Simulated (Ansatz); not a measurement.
This was printed by a script on Ansatz's Python interface, for a convergence test of the k-point mesh of Mo, space group P6/mmm. What did the script look like? Settings (first run): PBEsol, PAW, cutoff 420 eV, 3×3×3 k-points, Fermi-Dirac smearing of 0.3 eV. The script varies spacing (1/A): 0.9, 0.7, 0.55, 0.45, 0.35.

The script reads `mo.extxyz`:
```text
1
Lattice="2.7355104 0.0 0.0 -1.3677552 2.3690215 0.0 0.0 0.0 2.5551807" Properties=species:S:1:pos:R:3 pbc="T T T"
Mo    0.00000000    0.00000000    1.27759035
```

`python kconv_mo.py --functional pbesol --filling fermi_dirac` gives:
```text
spacing (1/A)   F/atom (eV)    iterations       P (GPa)      k-points
         0.9   -4896.24426             6         2.025             6
         0.7   -4896.36737             6         4.034            12
        0.55   -4896.73511             7        -0.498            15
        0.45   -4896.78225             6        -3.333            28
        0.35   -4896.67636             6        -1.730            50
0.9: +432.10 meV/atom
0.7: +308.99 meV/atom
0.55: -58.74 meV/atom
0.45: -105.88 meV/atom
```

One script that gives this output:

Script `kconv_mo.py`:
```python
import argparse
import warnings

import ansatz as az

parser = argparse.ArgumentParser(description="Convergence of Mo with the k-point mesh.")
parser.add_argument("--functional", required=True, help="exchange-correlation functional")
parser.add_argument("--cutoff", type=float, default=420.0, help="plane-wave cutoff (eV)")
parser.add_argument("--filling", required=True, help="how the bands are filled")
parser.add_argument("--sigma", type=float, default=0.3, help="smearing width (eV)")
args = parser.parse_args()

warnings.simplefilter("ignore", az.DeckWarning)

crystal = az.Crystal.from_extxyz("mo.extxyz")

base = (
    crystal.calculation()
    .functional(args.functional)
    .basis(args.cutoff, density_ratio=8)
    .occupations(args.filling, width=args.sigma)
    .stress()
)

rows = []
for value in [0.9, 0.7, 0.55, 0.45, 0.35]:
    rep = base.kpoints(spacing=value).run().report
    rows.append((value, rep["free_energy_ev"] / len(rep["lattice"]["sites"]), rep["n_iterations"], sum(rep["stress_gpa"][i][i] for i in range(3)) / 3, rep["n_kpoints"]))

print("spacing (1/A)   F/atom (eV)    iterations       P (GPa)      k-points")
for row in rows:
    print(f"{str(row[0]):>12s}  {row[1]:12.5f}  {row[2]:12d}  {row[3]:12.3f}  {row[4]:12d}")

for row in rows[:-1]:
    shift = 1000 * (row[1] - rows[-1][1])
    print(f"{row[0]}: {shift:+.2f} meV/atom" + ("  (within 2 meV)" if abs(shift) < 2 else ""))
```

The smearing is wide enough that free energy and stress hold a thermal part of the electrons. Pressure is positive in compression. This isn't the structure that Mo takes at ambient conditions. Shifts are counted from the finest mesh, which is itself no proven limit. Run time: 2.5 s on 1 thread of Intel(R) Xeon(R) Processor @ 2.30GHz (shared host), peak memory 0.45 GiB.
